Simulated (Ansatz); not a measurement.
**MgBr− (triplet): from Hartree-Fock to the top rungs, aug-cc-pVDZ**

An exercise on one series of results from a longer session: the logs are not shown, and one member is left open.

Computed with Ansatz 0.2.0, Gaussian basis. Level: aug-cc-pVDZ, core rule «outside noble gas», up to 19 orbitals frozen.

To be run: UHF; CCSD(T) on ROHF; CCSD(T) on UHF; BCCD(T) on ROHF; CISD as a restricted active space (open shells left free, so some higher excitations enter); CCSDT(Q) on ROHF; CCSDT(Q) on UHF.

25 further runs of the same task are left out: 10 for a known fault of the program, 6 that didn't finish, 9 set aside as unsound or not needed. Runs told in other sessions of the task aren't counted.

## The system

The geometry is a PBE0/def2-TZVPD stationary point (not a proven minimum). No spin-orbit coupling is included. The filled d shell of Br may be among the frozen orbitals whatever the setting's name suggests.

2 atoms, charge -1, spin multiplicity 3.

Atoms are counted from 1 here; the program's logs count them from 0.

Bond lengths: Br1–Mg2 2.475 Å.

The first run:

The input, in.yaml:

```yaml
crystal:
  periodic: [false, false, false]
  atoms:
    - {symbol: Br, position_ang: [0.000000, 0.000000, 0.000000]}
    - {symbol: Mg, position_ang: [0.000000, 0.000000, 2.474900]}
basis:
  gaussian: {orbitals: aug-cc-pVDZ}
total_charge: -1
magnetization: {spin_polarized: true, initial_magnetization: 2}
hamiltonian: {xc: hf}
output: {orbitals: {seedname: orbitals}}
```

On the command line:

```
ansatz run in.yaml --threads 1 --pin off --events-out ev --progress --plain --max-ram 2393MiB
```

Steps of the session up to this table: UHF; CCSD(T) on ROHF; CCSD(T) on UHF; BCCD(T) on ROHF; CISD as a restricted active space (open shells left free, so some higher excitations enter); CCSDT(Q) on ROHF; CCSDT(Q) on UHF.

One of the session's tables, all rows but one given; the rest of the session is left out.

```
   method  from UCCSDT(Q) (meV)
     ROHF               +4313.0
      UHF               +4306.9
     RMP2                +515.1
     UMP2                +512.8
     CISD                +363.1
    RCCSD                     ?
    UCCSD                +132.7
 RCCSD(T)                 +21.7
 UCCSD(T)                 +21.1
  BCCD(T)                 +21.9
   RCCSDT                  +9.1
   UCCSDT                  +8.5
RCCSDT(Q)                  +1.1
UCCSDT(Q)                     0
```

**Question.** Estimate the row for RCCSD.

The run gave: from UCCSDT(Q) (meV): +133.3. In the column «from UCCSDT(Q) (meV)» it lies between UCCSD (+132.7) and CISD (+363.1).

To keep in mind: Restricted and unrestricted rows rest on different reference determinants; a gap between their highest levels can come from leftover correlation error, from unlike frozen cores or from another state.
